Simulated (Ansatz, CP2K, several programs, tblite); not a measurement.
Energy against volume for Mg₂SO as one 4-atom ordering (P-4m2) on the zincblende lattice, at fixed shape and fractional coordinates, computed by several methods (PBE and r2SCAN, where shown, with plane waves in Ansatz); the cell shown is that of r2SCAN. With free coordinates or axes held, a curve is too stiff, and on another method's shape its minimum isn't the method's own volume. The symmetry is P-4m2 (No. 115, tetragonal); a = 3.675 Å, c = 4.884 Å in the conventional setting, 16.49 Å³ an atom. O has 4 Mg at 2.06 Å; Mg has 2 O at 2.06 Å and 2 S at 2.38 Å; S has 4 Mg at 2.38 Å. Note: simulated data, non-magnetic, for a generated structure that need not be the stable one. Energies count from each curve's lowest point; fits are third-order Birch-Murnaghan.

```
O Mg S
1.0
     3.67487    0.00000    0.00000
     0.00000    3.67487    0.00000
     0.00000    0.00000    4.88397
O Mg S
1 2 1
Direct
  0.00000 0.00000 0.00000
  0.00000 0.50000 0.81132
  0.50000 0.00000 0.18868
  0.50000 0.50000 0.50000
```

light PBE (260 eV and a coarse mesh), on the shape of the cell shown:
```
V (Å³/atom)  E (meV/atom)
     15.170         49.56
     15.829         12.28
     16.489          5.59
     17.149          0.00
     17.808         14.33
     18.468         30.64
```
The points scatter about the fit by more than 0.3 meV an atom, since at so low a cutoff the number of plane waves jumps with the volume, so no fit is quoted.

PBE/SZV (CP2K), on the shape of the cell shown:
```
V (Å³/atom)  E (meV/atom)
     14.510        143.14
     15.500         63.00
     16.489         18.61
     17.478          0.00
     18.468         10.57
```
The points scatter about the fit by more than 0.3 meV an atom, so no fit is quoted.

r2SCAN, on the shape of its own relaxed cell:
```csv
V (Å³/atom),E (meV/atom)
15.500,17.48
15.994,4.13
16.489,0.00
16.984,3.81
17.478,14.44
```
V₀ = 16.49 Å³ an atom and B₀ = 86 GPa.

GFN1-xTB (tblite), on the shape of the cell shown, as a cluster of 72 atoms at the zone centre:
```
V (Å³/atom)  E (meV/atom)
     14.510         72.40
     15.500         19.02
     16.489          0.00
     17.478          5.22
     18.468         27.77
```
This method closes the gap of a crystal that DFT finds insulating, so its curve rests on a wrong state.
V₀ = 16.73 Å³ an atom and B₀ = 61 GPa.

PBE/DZVP (CP2K), on the shape of the cell shown:
```
V (Å³/atom)  E (meV/atom)
     14.510        140.62
     15.500         54.47
     16.489         10.22
     17.478          0.00
     18.468         24.93
```
The points scatter about the fit by more than 0.3 meV an atom, so no fit is quoted.
